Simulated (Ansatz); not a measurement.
**TiN: pressure up to the limit of the methods**

The task here is to estimate one member of a computed series from the others.

Method: DFT r²SCAN, with the methods named in each step, in Ansatz 0.2.0.

1 further run of the same task is left out (it didn't finish).

**The starting structure**

Symmetry: Fm-3m, No. 225, cubic system. Conventional cell: a = 4.309 Å, b = 4.309 Å, c = 4.309 Å, α = 90.00°, β = 90.00°, γ = 90.00°. Ti (site symmetry m-3m) is surrounded by 6 N at 2.15 Å. Around N (site symmetry m-3m) lie 6 Ti at 2.15 Å.

As a file:

```
CELL_PARAMETERS angstrom
0.00000 2.15443 2.15443
2.15443 0.00000 2.15443
2.15443 2.15443 0.00000
ATOMIC_POSITIONS crystal
Ti 0.00000 0.00000 0.00000
N 0.50000 0.50000 0.50000
```

Whether this phase is the stable one at these pressures isn't tested.

Atoms are numbered in the order of the input: Ti1, N2.

Set-up of the first run:

The input, input.yaml:

```yaml
crystal:
  lattice:
    - [0.0, 2.15443469, 2.15443469]
    - [2.15443469, 0.0, 2.15443469]
    - [2.15443469, 2.15443469, 0.0]
  atoms:
    - { symbol: Ti, position: [0.0, 0.0, 0.0] }
    - { symbol: "N", position: [0.5, 0.5, 0.5] }
kpoints:
  mp_grid: { grid: [17, 17, 17] }
scf:
  occupations: { method: fermi_dirac, width: 0.1 }
hamiltonian:
  xc: r2scan
  pseudopotentials: { kind: paw }
output:
  forces: true
  stress: true
relax:
  f_tol: 0.005
  max_steps: 40
  cell: {}
```

The run is started by

```sh
$ ansatz run input.yaml --threads 1 --pin off --max-ram 2048MiB --backend cpu --events-out ev --progress --plain --runs-dir out
```

Steps of the session up to this table: Cell relaxed at zero pressure, PAW; Volume scaled by 1, PAW; Volume scaled by 0.94, PAW; Volume scaled by 0.88, PAW; Volume scaled by 0.8, PAW; Volume scaled by 0.72, PAW; Volume scaled by 0.64, PAW; Volume scaled by 0.55, PAW; Volume scaled by 0.55, PAW (level accurate).

One of the session's tables, all rows but one given; the rest of the session is left out.

| method | volume over the first | volume (Å³/atom) | pressure (GPa) |
| --- | --- | --- | --- |
| PAW | 1 | 9.482 | -0.01 |
| PAW | 0.94 | 8.913 | 20.77 |
| PAW | 0.88 | 8.344 | 49.25 |
| PAW | 0.8 | 7.586 | 104.76 |
| PAW | 0.72 | ? | ? |
| PAW | 0.64 | 6.068 | 329.72 |
| PAW | 0.55 | 5.215 | 596.02 |
| PAW (level accurate) | 0.55 | 5.215 | 596.45 |

Estimate the missing values for PAW, 0.72.

As computed: volume (Å³/atom): 6.827; pressure (GPa): 191.38. In the column «volume (Å³/atom)» it lies between PAW, 0.64 (6.068) and PAW, 0.8 (7.586).
